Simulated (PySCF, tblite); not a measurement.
**C7H7BS: geometry, infrared bands and NMR shifts**

Aim: predict the infrared bands and NMR shifts of C7H7BS (`C#CCBc1cccs1`).

Programs: tblite 0.8.0 and PySCF 2.14.0, with density-fitted response routines of our own. Each step states its level of theory. These are calculated values for one molecule in the gas phase, unless marked as measured. Atoms count from 0, in the outputs and in this text.

## 1. Starting geometry

16 atoms, charge 0, multiplicity 1; geometry from: force field or distance geometry start.

Bonds of the start (Å): C0–C1 1.21, C1–C2 1.48, C2–B3 1.60, B3–C4 1.56, C4–C5 1.35, C5–C6 1.35, C6–C7 1.36, C7–S8 1.85, S8–C4 1.69, C0–H9 1.08, C2–H10 1.12, C2–H11 1.11, B3–H12 1.19, C5–H13 1.11, C6–H14 1.12, C7–H15 1.08.

## 2. Relaxing the molecule with GFN2-xTB

What the job is given:

```
{"job": {"kind": "relax", "xc": "GFN2-xTB", "basis": "xTB"}, "charge": 0, "multiplicity": 1}
C     -2.582900     0.817800     1.275100
C     -2.288500    -0.078300     0.516200
C     -1.885100    -1.171800    -0.388200
B     -0.781200    -0.531400    -1.358100
C      0.587800    -0.213500    -0.679500
C      0.932400     0.915700    -0.034000
C      2.188800     0.993000     0.465100
C      3.005000    -0.083700     0.272500
S      1.924900    -1.247400    -0.671200
H     -2.864400     1.620200     1.935200
H     -2.779100    -1.510000    -0.979800
H     -1.424400    -2.010200     0.179700
H     -0.829500    -0.948000    -2.467000
H      0.215300     1.754700     0.086500
H      2.553900     1.887600     1.022600
H      4.019500    -0.185700     0.615800
```

Started as:

```bash
$ OMP_NUM_THREADS=1 python probes_run.py task.json out
```

One launch serves the whole session: the jobs run in the order shown.

**Question.** This job is followed by: GFN2-xTB harmonic vibrations, gas phase; GIAO PBE0/pcSseg-1 NMR shielding, non-relativistic, gas phase. Predict these results of the whole session: strongest single infrared mode (GFN2-xTB); zero-point energy (GFN2-xTB); ¹³C shifts against TMS (PBE0/pcSseg-1); ¹H shifts against TMS (PBE0/pcSseg-1, means over atoms taken as alike); ¹¹B shifts against BF3·OEt2 (PBE0/pcSseg-1); ³³S shifts against CS2 (PBE0/pcSseg-1).

As calculated:

```
                                                              quantity                                             value
                             strongest single infrared mode (GFN2-xTB)                             1228 cm⁻¹, 219 km/mol
                                          zero-point energy (GFN2-xTB)                                     70.9 kcal/mol
                                ¹³C shifts against TMS (PBE0/pcSseg-1)  155.9, 151.7, 149.3, 133.3, 91.2, 75.8, 18.1 ppm
¹H shifts against TMS (PBE0/pcSseg-1, means over atoms taken as alike)           10.01, 8.03, 7.53, 6.56, 2.84, 1.62 ppm
                           ¹¹B shifts against BF3·OEt2 (PBE0/pcSseg-1)                                          59.8 ppm
                                ³³S shifts against CS2 (PBE0/pcSseg-1)                                           291 ppm
```

What this shows: The optimisation took 96 steps and gained 1.072 eV; among the close pairs (by a distance rule), C7–S8 changed most, from 1.847 to 1.707 Å. The lowest mode is slightly imaginary (4i cm⁻¹), a soft motion within the noise of the Hessian, so the minimum is not strictly shown. The strongest single mode, at 1228 cm⁻¹, has its largest shares on B3, H14, C4 and C2 (the list is cut at 4 atoms). GFN2-xTB is a fitted tight-binding method: band positions and strengths are rough. Its intensities can rank the bands wrongly. NICS(1)zz of -28 ppm above the planar ring from C4 marks a diatropic (aromatic) ring current.
